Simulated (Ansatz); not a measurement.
**B3LYP/6-31G(d) (spherical functions) run of AlSiH3Cl2 (SMILES [SiH3][Al]([Cl])[Cl])**

What is the vertical ionisation energy of AlSiH3Cl2 at B3LYP/6-31G* (spherical functions)? 

The calculation is run with Ansatz 0.2.0.

45 further runs of the same task are left out: 45 set aside as unsound or not needed. Runs told in other sessions of the task aren't counted.

## Step 1: The system as given

AlSiH3Cl2: 7 atoms, total charge 0, spin state singlet. As SMILES, `[SiH3][Al]([Cl])[Cl]`. The shape is that of a PBE0-D4/def2-TZVP optimisation.

Bond lengths: Si1–Al2 2.433 Å, Al2–Cl3 2.091 Å, Al2–Cl4 2.091 Å, Si1–H5 1.486 Å, Si1–H6 1.488 Å, Si1–H7 1.488 Å. Angles: Si1–Al2–Cl3 120.8°, Si1–Al2–Cl4 122.3°, Cl3–Al2–Cl4 117.0°, Al2–Si1–H5 111.1°, Al2–Si1–H6 109.7°, Al2–Si1–H7 109.5°, H5–Si1–H6 109.1°, H5–Si1–H7 109.0°, H6–Si1–H7 108.3°.

## Step 2: The energy at B3LYP/6-31G(d) (spherical functions)

Contents of run.yaml:

```yaml
crystal:
  periodic: [false, false, false]
  atoms:
    - {symbol: Si, position_ang: [-0.434800, 0.999700, -0.278300]}
    - {symbol: Al, position_ang: [0.497800, -1.172400, 0.296300]}
    - {symbol: Cl, position_ang: [2.290200, -1.318600, 1.363300]}
    - {symbol: Cl, position_ang: [-0.432100, -2.964700, -0.245300]}
    - {symbol: H, position_ang: [-1.709600, 0.853800, -1.028500]}
    - {symbol: H, position_ang: [-0.687900, 1.781100, 0.962600]}
    - {symbol: H, position_ang: [0.537600, 1.753200, -1.115800]}
basis:
  gaussian:
    orbitals: 6-31G_st_-spherical.json
hamiltonian:
  xc: {name: B3LYP}
accuracy: high
output: {orbitals: {seedname: orbitals}}
```

The basis set 6-31G* is read from a file made from the Basis Set Exchange's data (not shown).

The run is started by

```sh
$ ansatz run run.yaml --threads 1 --pin off --max-ram 2610MiB --events-out events.jsonl --progress --plain --runs-dir runs
```

The log of the run:

```text
Warning: RAYON_NUM_THREADS=1 ignored (pool sized by the plan → 1); use --threads N
Functional definition: B3LYP
  name "B3LYP"
  parameter a0 = 0.2
  parameter ax = 0.72
  parameter ac = 0.81
  exchange = (1 - a0 - ax)*slater_x + ax*b88_x + a0*exact_x
  correlation = (1 - ac)*vwn_rpa_c + ac*lyp_c
1622 factors; integrals over basis functions are off by at most 6.1e-9 eV
mean field evaluation 1: about -39571.0063 eV, gradient 1.9e1 eV
mean field evaluation 2: about -39570.9934 eV, gradient 2.0e1 eV
mean field evaluation 4: about -39572.1993 eV, gradient 4.8e-1 eV
mean field evaluation 8: about -39572.3150 eV, gradient 5.2e-2 eV
mean field evaluation 16: about -39572.3150 eV, gradient 2.1e-6 eV
mean field -39572.31501965 eV, -1454.2557538937 hartree, gradient 1.7e-8 eV, S^2 0.000000; 0 other end points of the search recorded, 0 dependent functions left out
reference -39572.31506411 eV, -1454.2557555274 hartree; 32, 32 occupied and 46, 46 virtual orbitals, 1622 factors
Total energy: -39572.31506411 eV, -1454.2557555274 hartree
```

Wall time 9.3 s (1 thread of Arm Neoverse V2, shared host); peak memory 0.27 GiB.

## Step 3: The doublet cation, same level

Contents of molecule.yaml:

```yaml
crystal:
  periodic: [false, false, false]
  atoms:
    - symbol: Si
      position_ang: [-0.434800, 0.999700, -0.278300]
    - symbol: Al
      position_ang: [0.497800, -1.172400, 0.296300]
    - symbol: Cl
      position_ang: [2.290200, -1.318600, 1.363300]
    - symbol: Cl
      position_ang: [-0.432100, -2.964700, -0.245300]
    - symbol: H
      position_ang: [-1.709600, 0.853800, -1.028500]
    - symbol: H
      position_ang: [-0.687900, 1.781100, 0.962600]
    - symbol: H
      position_ang: [0.537600, 1.753200, -1.115800]
basis:
  gaussian:
    orbitals: 6-31G_st_-spherical.json
total_charge: 1
magnetization:
  spin_polarized: true
  initial_magnetization: 1
hamiltonian:
  xc: {name: B3LYP}
accuracy: high
output: {orbitals: {seedname: orbitals}}
```

The basis set 6-31G* is read from a file made from the Basis Set Exchange's data (not shown).

The run is started by

```sh
$ ansatz run molecule.yaml --threads 1 --pin off --max-ram 2610MiB --events-out events.jsonl --progress --plain --runs-dir runs
```

The log of the run:

```text
Warning: RAYON_NUM_THREADS=1 ignored (pool sized by the plan → 1); use --threads N
[... 7 set-up lines as earlier in the session ...]
1617 factors; integrals over basis functions are off by at most 6.1e-9 eV
mean field evaluation 1: about -39558.5503 eV, gradient 2.2e1 eV
mean field evaluation 2: about -39548.7748 eV, gradient 4.3e1 eV
mean field evaluation 4: about -39561.9124 eV, gradient 1.6e0 eV
mean field evaluation 8: about -39562.0638 eV, gradient 3.2e-1 eV
mean field evaluation 16: about -39562.0647 eV, gradient 5.2e-4 eV
mean field evaluation 32: about -39560.1959 eV, gradient 9.9e0 eV
mean field -39562.06473922 eV, -1453.8790630357 hartree, gradient 1.1e-8 eV, S^2 0.754183; 6 other end points of the search recorded, 0 dependent functions left out
reference -39562.06478316 eV, -1453.8790646504 hartree; 32, 31 occupied and 46, 47 virtual orbitals, 1617 factors
Total energy: -39562.06478316 eV, -1453.8790646504 hartree
```

Run time: 23 s. Hardware: 1 thread of Arm Neoverse V2, shared host; peak memory 0.41 GiB.

## Step 4: What came out

At B3LYP/6-31G* (spherical functions):

| quantity | value |
| --- | --- |
| singlet AlSiH3Cl2: total energy | -1454.25576 Eh |
| singlet AlSiH3Cl2: HOMO energy | -8.11 eV |
| singlet AlSiH3Cl2: LUMO energy | -1.96 eV |
| singlet AlSiH3Cl2: HOMO–LUMO gap | 6.15 eV |
| doublet cation: total energy | -1453.87906 Eh |
| doublet cation: HOMO energy (highest over α and β) | -13.94 eV |
| doublet cation: LUMO energy (lowest over α and β) | -12.36 eV |
| doublet cation: ⟨S²⟩ | 0.754 |
| vertical ionisation energy (to the doublet cation) | 10.250 eV |

**Reading.** The vertical ionisation energy comes to 10.25 eV (236 kcal/mol). The negative HOMO energy of the first species, 8.11 eV, lies 2.14 eV below that difference.
